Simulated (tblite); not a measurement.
# C5H11ClOSi2: the cost of one run

Computed with tblite 0.8.0 and PySCF 2.14.0, with density-fitted response routines of our own, on a single molecule in the gas phase. Atoms count from 0, in the outputs and in this text.

### 1 Starting geometry

20 atoms, charge 0, multiplicity 1; geometry from: force field or distance geometry start.

Bonds of the start (Å): C0–C1 1.35, C1–Si2 1.84, Si2–C3 1.87, C3–Cl4 1.78, Si2–C5 1.89, C5–C6 1.34, C5–O7 1.41, O7–Si8 1.67, C0–H9 1.09, C0–H10 1.09, C1–H11 1.09, Si2–H12 1.49, C3–H13 1.09, C3–H14 1.10, C6–H15 1.08, C6–H16 1.08, Si8–H17 1.49, Si8–H18 1.48, Si8–H19 1.49.

### 2 Geometry optimisation with GFN2-xTB

Job settings and geometry (Å):

```
{"job": {"kind": "relax", "xc": "GFN2-xTB", "basis": "xTB"}, "charge": 0, "multiplicity": 1}
C     -1.680900    -1.178600     1.690200
C     -1.377300     0.071100     1.292900
Si    -0.995000     0.603500    -0.429900
C     -0.618500     2.424800    -0.575100
Cl    -2.023200     3.378200    -0.040000
C      0.466100    -0.409000    -1.085000
C      0.302700    -1.442900    -1.923400
O      1.756900     0.049100    -0.767700
Si     2.567000    -0.586600     0.551700
H     -1.897500    -1.392500     2.740900
H     -1.762200    -2.009200     0.993100
H     -1.324000     0.862600     2.036900
H     -2.183800     0.265100    -1.270200
H     -0.382100     2.702400    -1.599000
H      0.225000     2.708300     0.068400
H      1.154200    -1.974600    -2.318000
H     -0.679300    -1.791800    -2.222200
H      2.527600    -2.074000     0.529500
H      3.973700    -0.125400     0.519600
H      1.945400    -0.069800     1.804300
```

Command:

```bash
OMP_NUM_THREADS=1 python probes_run.py task.json out
```

One launch serves the whole session: the jobs run in the order shown.

**Question.** How long does this first job take on 1 thread of Arm Neoverse V1, shared host, and how much memory does it need?

About 2.5 s, with a peak of 0.18 GiB.
